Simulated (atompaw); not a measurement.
# Pseudopotential generation for titanium: PAW (atompaw), PBE

Aim: build the potential from the settings below, then test how well it stands in for the atom: scattering, ghost states and the plane-wave cutoff that it needs.

Method: atompaw 4.2.0.5, PBE, scalar-relativistic.

### 1 Settings

The settings as typed:

- element: titanium (Ti, Z = 22)
- type: PAW
- frozen core: [Ne]
- valence charge: 12
- reference configuration: 3s2 3p6 3d2 4s1 4p1
- partial waves: 3s (bound): rc 1.45 bohr; 4s (bound): rc 1.85 bohr; 3p (bound): rc 1.10 bohr; 4p (bound): rc 1.70 bohr; 3d (bound): rc 1.85 bohr; 3d channel at 1.1 Ry: rc 1.60 bohr
- local potential: bessel scheme, radius 1.60 bohr
- core correction: smooth core density matched at 1.00 bohr
- augmentation charge: besselshape compensation charge, radius 1.55 bohr; PAW radius 1.85 bohr; waves and projectors: custom polynom2 7 10 vanderbiltortho

The outer shells as boxes (Hund's rule for the drawing; the calculation is spin-unpolarised):

```
[Ne] core
3s [↑↓]
3p [↑↓][↑↓][↑↓]
3d [↑ ][↑ ][  ][  ][  ]
4s [↑ ]
4p [↑ ][  ][  ]
```

An earlier all-electron run gives the scale for the radii.

All-electron outer shells of the reference configuration (PBE, scalar-relativistic, ld1.x):

```csv
shell,level (eV),outermost node (bohr),outermost maximum (bohr)
2s,-538.24,0.09,0.27
2p,-445.56,–,0.22
3s,-63.97,0.40,0.87
3p,-40.20,0.37,0.90
3d,-5.49,–,0.98
4s,-5.22,1.24,2.88
4p,-2.07,1.38,3.75
```

### 2 The generation run

Ti.input

```
Ti 22
GGA-PBE scalarrelativistic loggrid 1500 logderivrange -7 5 301
4 4 3 0 0 0
4 0 1
4 1 1
3 2 2
0 0 0
c
c
v
v
c
v
v
v
2
1.85 1.55 1.60 1.00
n
n
y
1.1
n
custom polynom2 7 10 vanderbiltortho besselshape
bessel
1.45
1.85
1.10
1.70
1.85
1.60
PWSCFOUT
UPFDX 0.0125d0 UPFXMIN -7.d0 UPFZMESH 22.d0
END
```

Launch:

```bash
$ atompaw < Ti.input > Ti.log
```

Q: Predict the outcome of this session. Wanted: cutoffs for 10 and 1 mRy, occupied levels; bound ghosts; largest phase difference near zero energy, channels read; lowest eigenvalue of the overlap; share of valence orbitals outside the PAW sphere; UPF file.

**Answer**, as computed:

| quantity | value |
| --- | --- |
| cutoffs for 10 and 1 mRy, occupied levels | 260 Ry and over 300 Ry |
| bound ghosts | none found |
| largest phase difference near zero energy, channels read | 0.003 rad |
| lowest eigenvalue of the overlap (Bessel basis) | 0.647 (p) |
| share of valence orbitals outside the PAW sphere | 3s 3 %, 4s 93 %, 3p 6 %, 4p 97 %, 3d 29 % |
| UPF file | written |

The potential is very hard: the looser tolerance needs 260 Ry. The tighter tolerance needs over 300 Ry, and converged work needs a cutoff nearer that. The slowest occupied level is 3p: taken alone it needs over 300 Ry to come within 1 mRy, against 25 Ry for 3d. It is free of bound ghosts as far as tested. Near zero energy the phases of the channels with partial waves agree within 0.003 rad. All of this concerns the isolated atom, not yet a solid.
